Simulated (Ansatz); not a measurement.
# CH6MgO2Si: small, medium and large basis sets

The task here is to estimate one member of a computed series from the others.

Computed with Ansatz 0.2.0, Gaussian basis. Level: one geometry, several basis sets.

Levels to be run: PBE0-D4/def2-SVP; ωB97M-V/def2-SVP; PBE0-D4/def2-QZVPP; ωB97M-V/def2-QZVPP; the functionals' def2-TZVPP values are taken from earlier runs.

### Structure used throughout

An earlier PBE0-D4 in a triple-zeta def2 set relaxation fixed the geometry.

SMILES `C[O][Mg][O][SiH3]`, 11 atoms, charge 0, spin multiplicity 1.

Atoms are counted from 1 here; the program's logs count them from 0.

Bond lengths: C1–O2 1.377 Å, C1–H6 1.099 Å, C1–H7 1.099 Å, C1–H8 1.099 Å, O2–Mg3 1.752 Å, Mg3–O4 1.789 Å, O4–Si5 1.611 Å, Si5–H9 1.493 Å, Si5–H10 1.493 Å, Si5–H11 1.493 Å. Angles: O2–C1–H6 111.7°, O2–C1–H7 111.7°, O2–C1–H8 111.7°, H6–C1–H7 107.2°, H6–C1–H8 107.2°, H7–C1–H8 107.2°, C1–O2–Mg3 179.8°, O2–Mg3–O4 179.9°, Mg3–O4–Si5 179.7°, O4–Si5–H9 111.4°, O4–Si5–H10 111.4°, O4–Si5–H11 111.4°, H9–Si5–H10 107.5°, H9–Si5–H11 107.5°, H10–Si5–H11 107.5°.

Set-up of the first run:

The input, in.yaml:

```yaml
crystal:
  periodic: [false, false, false]
  atoms:
    - {symbol: C, position_ang: [-3.099434, 0.999147, -0.173269]}
    - {symbol: O, position_ang: [-1.790986, 0.575460, -0.101370]}
    - {symbol: Mg, position_ang: [-0.126627, 0.037712, -0.002872]}
    - {symbol: O, position_ang: [1.572643, -0.511538, 0.095754]}
    - {symbol: Si, position_ang: [3.103617, -1.006975, 0.176175]}
    - {symbol: H, position_ang: [-3.750512, 0.232755, -0.617082]}
    - {symbol: H, position_ang: [-3.505808, 1.234249, 0.820648]}
    - {symbol: H, position_ang: [-3.199595, 1.905240, -0.787433]}
    - {symbol: H, position_ang: [4.015951, -0.075816, -0.551395]}
    - {symbol: H, position_ang: [3.576512, -1.085555, 1.589983]}
    - {symbol: H, position_ang: [3.269739, -2.361780, -0.428538]}
basis:
  gaussian: {orbitals: def2-SVP}
hamiltonian: {xc: pbe0, dispersion: d4}
output: {orbitals: {seedname: orbitals}}
```

Command:

```
$ ansatz run in.yaml --threads 4 --pin off --events-out ev --progress --plain --max-ram 10444MiB
```

Among the steps run: PBE0-D4 in def2-SVP; ωB97M-V in def2-SVP; PBE0-D4 in def2-QZVPP; ωB97M-V in def2-QZVPP.

One table of the session follows, with a row left open; its other results are not shown here.

It belongs to the step «Functionals by basis». 

| functional | basis | HOMO (eV) | LUMO (eV) |
| --- | --- | --- | --- |
| PBE0-D4 | def2-SVP | -7.29 | -1.25 |
| PBE0-D4 | def2-TZVPP | -7.36 | -1.35 |
| PBE0-D4 | def2-QZVPP | -7.36 | -1.36 |
| ωB97M-V | def2-SVP | ? | ? |
| ωB97M-V | def2-TZVPP | -9.80 | -0.10 |
| ωB97M-V | def2-QZVPP | -9.80 | -0.23 |

Q: Estimate the row for ωB97M-V, def2-SVP from the others.

**Answer.** HOMO (eV): -9.73; LUMO (eV): 0.04. In the column «HOMO (eV)» it lies between ωB97M-V, def2-QZVPP (-9.80) and PBE0-D4, def2-TZVPP (-7.36).
